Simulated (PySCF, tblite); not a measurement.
**C3H13B2N3Si: geometry, infrared bands and NMR shifts**

Aim: predict the infrared bands and NMR shifts of C3H13B2N3Si (`NB(N[SiH3])NBC1CC1`).

Programs: tblite 0.8.0 and PySCF 2.14.0, with density-fitted response routines of our own. Each step states its level of theory. These are calculated values for one molecule in the gas phase, unless marked as measured. Atoms count from 0, in the outputs and in this text.

## Step 1: Starting geometry

22 atoms, charge 0, multiplicity 1; geometry from: force field or distance geometry start.

Bonds of the start (Å): N0–B1 1.53, B1–N2 1.52, N2–Si3 1.77, B1–N4 1.54, N4–B5 1.52, B5–C6 1.59, C6–C7 1.53, C7–C8 1.51, C8–C6 1.49, N0–H9 1.03, N0–H10 1.04, N2–H11 1.04, Si3–H12 1.47, Si3–H13 1.49, Si3–H14 1.47, N4–H15 1.05, B5–H16 1.18, C6–H17 1.12, C7–H18 1.11, C7–H19 1.10, C8–H20 1.11, C8–H21 1.09.

## Step 2: Optimising the geometry with GFN2-xTB

What the job is given:

```
{"job": {"kind": "relax", "xc": "GFN2-xTB", "basis": "xTB"}, "charge": 0, "multiplicity": 1}
N     -1.187600    -0.947100    -1.944700
B     -1.435200    -0.421800    -0.532300
N     -2.506000     0.629700    -0.312400
Si    -3.359400     0.466200     1.226400
N     -0.139900    -0.118800     0.250300
B      0.996400    -1.027900    -0.174000
C      2.499500    -0.523800    -0.142600
C      3.042600     0.126000     1.135600
C      2.776700     0.944800    -0.106400
H     -0.950000    -0.140300    -2.542100
H     -1.985900    -1.518800    -2.295300
H     -3.134600     0.740200    -1.134300
H     -4.065800     1.707800     1.567400
H     -2.347900     0.223000     2.293700
H     -4.264900    -0.695600     1.246700
H      0.100400     0.860800    -0.051200
H      0.708700    -2.126000    -0.511100
H      3.254000    -1.231100    -0.578700
H      4.117100    -0.026500     1.362100
H      2.304800     0.128300     1.957800
H      1.969700     1.690200     0.033900
H      3.597000     1.280000    -0.749500
```

Launch:

```console
OMP_NUM_THREADS=1 python probes_run.py task.json out
```

One launch serves the whole session: the jobs run in the order shown.

**Question.** This job is followed by: GFN2-xTB harmonic vibrations, gas phase; GIAO PBE0/pcSseg-1 NMR shielding, non-relativistic, gas phase. What will the session give for the following? strongest single infrared mode (GFN2-xTB); zero-point energy (GFN2-xTB); ¹³C shifts against TMS (PBE0/pcSseg-1, means over atoms taken as alike); ¹H shifts against TMS (PBE0/pcSseg-1, means over atoms taken as alike); ¹⁵N shifts against NH3 (PBE0/pcSseg-1); ¹¹B shifts against BF3·OEt2 (PBE0/pcSseg-1); ²⁹Si shifts against TMS (PBE0/pcSseg-1).

The runs gave:

```
                                                               quantity                                               value
                              strongest single infrared mode (GFN2-xTB)                               1422 cm⁻¹, 856 km/mol
                                           zero-point energy (GFN2-xTB)                                      107.4 kcal/mol
¹³C shifts against TMS (PBE0/pcSseg-1, means over atoms taken as alike)                                        9.8, 3.5 ppm
 ¹H shifts against TMS (PBE0/pcSseg-1, means over atoms taken as alike)  5.80, 4.72, 3.92, 2.34, 1.08, 0.81, 0.45, 0.42 ppm
                                 ¹⁵N shifts against NH3 (PBE0/pcSseg-1)                               129.3, 54.5, 38.3 ppm
                            ¹¹B shifts against BF3·OEt2 (PBE0/pcSseg-1)                                      44.3, 21.9 ppm
                                ²⁹Si shifts against TMS (PBE0/pcSseg-1)                                           -63.9 ppm
```

**Reading.** Over 276 steps the energy fell by 2.812 eV; of the close pairs, N0–B1 changed most, 1.527 to 1.401 Å. All 60 modes are real, so the xTB geometry is a minimum. The strongest single mode, at 1422 cm⁻¹, moves mainly N4 and B5. Unscaled tight-binding wavenumbers are off by several per cent, some by more. Its intensities can rank the bands wrongly. At PBE0/pcSseg-1: Shielding is most anisotropic at N4 (span 217 ppm, paramagnetic term -188 ppm).
